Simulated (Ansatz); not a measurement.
# GaSiH4F (SMILES [F][GaH][SiH3]): PBE0/def2-SVP

Aim: the vertical ionisation energy of GaSiH4F at PBE0/def2-SVP, from 2 runs. 

The calculation is run with Ansatz 0.2.0.

64 further runs of the same task are left out: 64 set aside as unsound or not needed.

### Step 1. The system as given

The species is GaSiH4F (7 atoms), meant as a singlet with charge 0. SMILES: `[F][GaH][SiH3]`. Geometry: relaxed at PBE0-D4/def2-TZVP.

Bond lengths: F1–Ga2 1.766 Å, Ga2–Si3 2.406 Å, Ga2–H4 1.565 Å, Si3–H5 1.487 Å, Si3–H6 1.487 Å, Si3–H7 1.487 Å. Angles: F1–Ga2–Si3 112.7°, F1–Ga2–H4 112.3°, Si3–Ga2–H4 135.0°, Ga2–Si3–H5 109.4°, Ga2–Si3–H6 111.2°, Ga2–Si3–H7 109.6°, H5–Si3–H6 108.8°, H5–Si3–H7 108.9°, H6–Si3–H7 108.9°.

### Step 2. The energy at PBE0/def2-SVP

molecule.yaml

```yaml
basis:
  gaussian: {orbitals: def2-SVP}
crystal:
  periodic: [false, false, false]
  atoms:
    - {symbol: F, position_ang: [0.231600, -2.152100, 1.342200]}
    - {symbol: Ga, position_ang: [0.019100, -0.400000, 1.279300]}
    - {symbol: Si, position_ang: [-0.029700, 0.450800, -0.970800]}
    - {symbol: H, position_ang: [-0.096900, 0.235400, 2.704700]}
    - {symbol: H, position_ang: [-1.196100, -0.125700, -1.691600]}
    - {symbol: H, position_ang: [-0.144400, 1.933400, -0.983000]}
    - {symbol: H, position_ang: [1.216400, 0.058100, -1.680800]}
hamiltonian: {xc: pbe0}
accuracy: high
output: {orbitals: {seedname: orbitals}}
```

On the command line:

```sh
ansatz run molecule.yaml --threads 1 --pin off --max-ram 3480MiB --events-out events.jsonl --progress --plain --runs-dir runs
```

The program printed:

```text
Warning: RAYON_NUM_THREADS=1 ignored (pool sized by the plan → 1); use --threads N
Functional definition: PBE0
  name "PBE0"
  parameter a = 0.25
  parameter kappa = 0.804
  parameter beta = 0.06672455060314922
  exchange = (1 - a)*pbe_x(kappa = kappa, mu = beta*pi^2/3) + a*exact_x
  correlation = pbe_c(beta = beta)
1714 factors; integrals over basis functions are off by at most 6.6e-9 eV
mean field evaluation 1: about -63011.5966 eV, gradient 3.9e1 eV
mean field evaluation 2: about -63002.7595 eV, gradient 8.4e1 eV
mean field evaluation 4: about -63014.1067 eV, gradient 3.7e0 eV
mean field evaluation 8: about -63014.1968 eV, gradient 1.1e-1 eV
mean field evaluation 16: about -63014.1969 eV, gradient 5.2e-6 eV
mean field -63014.19687623 eV, -2315.7290226447 hartree, gradient 4.4e-8 eV, S^2 0.000000; 0 other end points of the search recorded, 0 dependent functions left out
reference -63014.19687915 eV, -2315.7290227521 hartree; 29, 29 occupied and 55, 55 virtual orbitals, 1714 factors
Total energy: -63014.19687915 eV, -2315.7290227521 hartree
```

It took 7.2 s on 1 thread of Arm Neoverse V1, shared host; peak memory 0.28 GiB.

### Step 3. The doublet cation

Edit molecule.yaml of step 2 so:

```diff
@@ -1,3 +1 @@
-basis:
-  gaussian: {orbitals: def2-SVP}
 crystal:
@@ -12,4 +10,12 @@
     - {symbol: H, position_ang: [1.216400, 0.058100, -1.680800]}
-hamiltonian: {xc: pbe0}
+basis:
+  gaussian:
+    orbitals: def2-SVP
 accuracy: high
+hamiltonian:
+  xc: pbe0
 output: {orbitals: {seedname: orbitals}}
+magnetization:
+  spin_polarized: true
+  initial_magnetization: 1
+total_charge: 1
```

On the command line:

```sh
ansatz run molecule.yaml --threads 1 --pin off --max-ram 3480MiB --events-out events.jsonl --progress --plain --runs-dir runs
```

The program printed:

```text
Warning: RAYON_NUM_THREADS=1 ignored (pool sized by the plan → 1); use --threads N
Functional definition: PBE0
  name "PBE0"
  parameter a = 0.25
  parameter kappa = 0.804
  parameter beta = 0.06672455060314922
  exchange = (1 - a)*pbe_x(kappa = kappa, mu = beta*pi^2/3) + a*exact_x
  correlation = pbe_c(beta = beta)
1714 factors; integrals over basis functions are off by at most 6.6e-9 eV
mean field evaluation 1: about -62994.4757 eV, gradient 5.2e1 eV
mean field evaluation 2: about -62802.6766 eV, gradient 1.7e2 eV
mean field evaluation 4: about -63003.6428 eV, gradient 9.4e0 eV
mean field evaluation 8: about -63004.0269 eV, gradient 9.3e-1 eV
mean field evaluation 16: about -63004.0315 eV, gradient 1.6e-3 eV
mean field evaluation 32: about -63004.0315 eV, gradient 9.6e-8 eV
mean field -63004.03151057 eV, -2315.3554523469 hartree, gradient 9.6e-8 eV, S^2 0.759638; 0 other end points of the search recorded, 0 dependent functions left out
reference -63004.03151355 eV, -2315.3554524567 hartree; 29, 28 occupied and 55, 56 virtual orbitals, 1714 factors
Total energy: -63004.03151355 eV, -2315.3554524567 hartree
```

It took 15 s on 1 thread of Arm Neoverse V1, shared host; peak memory 0.41 GiB.

### Step 4. Results

At PBE0/def2-SVP:

| quantity | value |
| --- | --- |
| singlet GaSiH4F: total energy | -2315.72902 Eh |
| singlet GaSiH4F: HOMO energy | -8.00 eV |
| singlet GaSiH4F: LUMO energy | -1.88 eV |
| singlet GaSiH4F: HOMO–LUMO gap | 6.13 eV |
| doublet cation: total energy | -2315.35545 Eh |
| doublet cation: HOMO energy (highest over α and β) | -15.25 eV |
| doublet cation: LUMO energy (lowest over α and β) | -12.30 eV |
| doublet cation: ⟨S²⟩ | 0.760 |
| vertical ionisation energy (to the doublet cation) | 10.165 eV |

**Reading.** The vertical ionisation energy comes to 10.17 eV (981 kJ/mol). −ε(HOMO) before ionisation, 8.00 eV, is 2.16 eV below this ionisation energy.
